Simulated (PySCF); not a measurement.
# 5,5-difluoro-1,3-dioxane (C₄H₆F₂O₂): geometry, NMR shifts, spin-spin couplings and electronic excitations

Aim: predict the NMR shifts, spin-spin couplings and electronic excitations of 5,5-difluoro-1,3-dioxane (C₄H₆F₂O₂) (`FC1(F)COCOC1`).

Programs: PySCF 2.14.0, with density-fitted response routines of our own. Each step states its level of theory. These are calculated values for one molecule in the gas phase, unless marked as measured. Atoms are numbered from 0 throughout.

## 1. The molecule as given

14 atoms, charge 0, multiplicity 1; geometry from: GFN2-xTB.

Bonds of the start (Å): F0–C1 1.36, C1–F2 1.37, C1–C3 1.53, C3–O4 1.41, O4–C5 1.40, C5–O6 1.40, O6–C7 1.41, C7–C1 1.53, C3–H8 1.09, C3–H9 1.10, C5–H10 1.11, C5–H11 1.09, C7–H12 1.09, C7–H13 1.10.

## 2. Optimising the geometry at PBE0-D3(BJ)/def2-SVP

What the job is given:

```
{"job": {"xc": "PBE0", "basis": "def2-SVP", "d3": "d3bj", "grid": 1, "kind": "geom"}, "charge": 0, "multiplicity": 1}
F      1.505430     0.501312    -1.531922
C      1.118601     0.211950    -0.264100
F      2.268395     0.245419     0.473536
C      0.146231     1.272069     0.268431
O     -1.155799     1.064065    -0.218917
C     -1.602219    -0.237959     0.017018
O     -0.824429    -1.198682    -0.632872
C      0.507669    -1.192807    -0.183643
H      0.455476     2.265137    -0.062244
H      0.170769     1.219951     1.368428
H     -1.621645    -0.440082     1.108344
H     -2.605761    -0.307629    -0.405465
H      1.062526    -1.880721    -0.824085
H      0.574077    -1.522495     0.865323
```

**Question.** This job is followed by: GIAO PBE0/pcSseg-1 NMR shielding, non-relativistic, gas phase; B3LYP/pcJ-1 indirect spin-spin coupling, non-relativistic, gas phase; TDDFT PBE0/def2-SVPD, vertical, gas phase, core orbitals frozen in the response; GIAO CAM-B3LYP/pcSseg-1 NMR shielding, non-relativistic, gas phase. What will the session give for the following? point group; rotational constants (main isotopes); ¹³C shifts against TMS (PBE0/pcSseg-1, means over atoms taken as alike); ¹H shifts against TMS (PBE0/pcSseg-1, means over atoms taken as alike); ¹⁹F shifts against CFCl3 (PBE0/pcSseg-1, means over atoms taken as alike); ¹⁷O shifts against H2O (PBE0/pcSseg-1, means over atoms taken as alike); largest coupling of the table (B3LYP/pcJ-1); lowest singlet (PBE0/def2-SVPD); brightest single state of those computed; lowest triplet; vertical ionisation energy (ΔSCF); range of the shift of F0.

As calculated:

```
                                                                 quantity                        value
                                                              point group                           Cs
                                     rotational constants (main isotopes)         3.47, 1.88, 1.63 GHz
  ¹³C shifts against TMS (PBE0/pcSseg-1, means over atoms taken as alike)        113.3, 93.9, 71.5 ppm
   ¹H shifts against TMS (PBE0/pcSseg-1, means over atoms taken as alike)               4.66, 3.73 ppm
¹⁹F shifts against CFCl3 (PBE0/pcSseg-1, means over atoms taken as alike)                   -133.9 ppm
  ¹⁷O shifts against H2O (PBE0/pcSseg-1, means over atoms taken as alike)                     66.0 ppm
                              largest coupling of the table (B3LYP/pcJ-1)     ¹J(F,C) F0–C1, -303.8 Hz
                                          lowest singlet (PBE0/def2-SVPD)  7.55 eV (164 nm), f = 0.000
                                 brightest single state of those computed  state 6, 8.55 eV, f = 0.057
                                                           lowest triplet                      7.39 eV
                                        vertical ionisation energy (ΔSCF)                     10.29 eV
                                                 range of the shift of F0         -133.9 to -124.0 ppm
```

Over 8 steps the energy fell by 0.041 eV; of the close pairs, C1–C7 changed most, 1.534 to 1.519 Å. H10, H11 (mean) (hydrogen on an sp3 carbon bearing two oxygens) lies farthest downfield among hydrogen, at 4.66 ppm; its carbon carries O, an electronegative neighbour. At PBE0/pcSseg-1: Shielding is most anisotropic at F0, F2 (span 150 ppm, paramagnetic term -162 ppm). In the run at B3LYP/pcJ-1, the largest coupling of the table is F0–C1 (mean over like pairs), -303.8 Hz, of which the Fermi-contact term gives -306.1 Hz. Couplings across rotatable bonds belong to this one conformer; where others are populated, the observed values are averages. Density functionals describe couplings to fluorine poorly, F–F couplings above all, so those rows are rough. The one measured coupling, F0–F2, differs from the computed size by 25.3 Hz; vibrational averaging and surroundings are not included. The lowest singlet, at 7.55 eV, is HOMO→LUMO 0.93 and is dark; of the 10 states computed, the strongest absorption comes from state 6 at 8.55 eV. The lowest triplet lies 0.15 eV below the lowest singlet (triplets in Tamm-Dancoff, singlets in full TDDFT). ΔSCF puts the ionisation energy at 10.29 eV, 2.08 eV above −ε(HOMO). Across the 2 runs the shift of F0 (with its like atoms) moves most, between -133.9 (PBE0/pcSseg-1) and -124.0 ppm (CAM-B3LYP/pcSseg-1). Most of that comes from the computed reference, not from the atom's own shielding.
